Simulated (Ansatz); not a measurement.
# ClHOSn: one structure at several levels

One table from this session's results is given with a row withheld; the runs are named, their logs left out.

Computed with Ansatz 0.2.0, Gaussian basis. Level: single points in def2-TZVPP.

Correlated methods freeze the cores. Filled d shells of the heavier atoms are correlated. Core potentials replace the inner electrons past krypton, and spin-orbit coupling is left out.

**Where the work starts**

SMILES `[OH][Sn][Cl]`, 4 atoms, charge 0, spin multiplicity 1.

Atoms are counted from 1 here; the program's logs count them from 0.

Bond lengths: O1–Sn2 2.039 Å, O1–H4 0.934 Å, Sn2–Cl3 2.367 Å. Angles: Sn2–O1–H4 134.6°, O1–Sn2–Cl3 97.5°.

As a file:

```xyz
4
ClHOSn
O    -0.5175    0.5495   -0.6553
Sn   -0.2543   -0.6985    0.9355
Cl    2.1013   -0.8804    0.7987
H    -1.2587    0.9435   -1.0647
```

Set-up of the first run:

The input, run/in.yaml:

```yaml
crystal:
  periodic: [false, false, false]
  atoms:
    - {symbol: O, position_ang: [-0.517500, 0.549500, -0.655300]}
    - {symbol: Sn, position_ang: [-0.254300, -0.698500, 0.935500]}
    - {symbol: Cl, position_ang: [2.101300, -0.880400, 0.798700]}
    - {symbol: H, position_ang: [-1.258700, 0.943500, -1.064700]}
basis:
  gaussian: {orbitals: def2-TZVPP}
correlation: {method: ccsd_t}
output: {forces: true}
```

The command line of these runs was not kept.

Among the steps run: CCSD(T)/def2-TZVPP; PBE0-D4/def2-TZVPP; wB97M-V/def2-TZVPP; r2SCAN-D4/def2-TZVPP; PBE-D4/def2-TZVPP; BLYP-D4/def2-TZVPP; r2SCANh-D4/def2-TZVPP.

One table of the session follows, with a row left open; its other results are not shown here.

| method | RMS force component (eV/Å) | angle to CCSD(T) forces (°) | dipole (D) |
| --- | --- | --- | --- |
| CCSD(T) | 0.975 | reference | 3.79 |
| PBE0-D4 | ? | ? | ? |
| wB97M-V | 0.946 | 2.2 | 3.85 |
| r2SCAN-D4 | 0.940 | 4.7 | 3.67 |
| PBE-D4 | 0.997 | 17.3 | 3.60 |
| BLYP-D4 | 0.985 | 25.6 | 3.64 |
| r2SCANh-D4 | 0.924 | 1.5 | 3.74 |

Q: Estimate the row for PBE0-D4 from the others.

**Answer.** RMS force component (eV/Å): 0.917; angle to CCSD(T) forces (°): 1.7; dipole (D): 3.79. In the column «RMS force component (eV/Å)» it is the lowest.
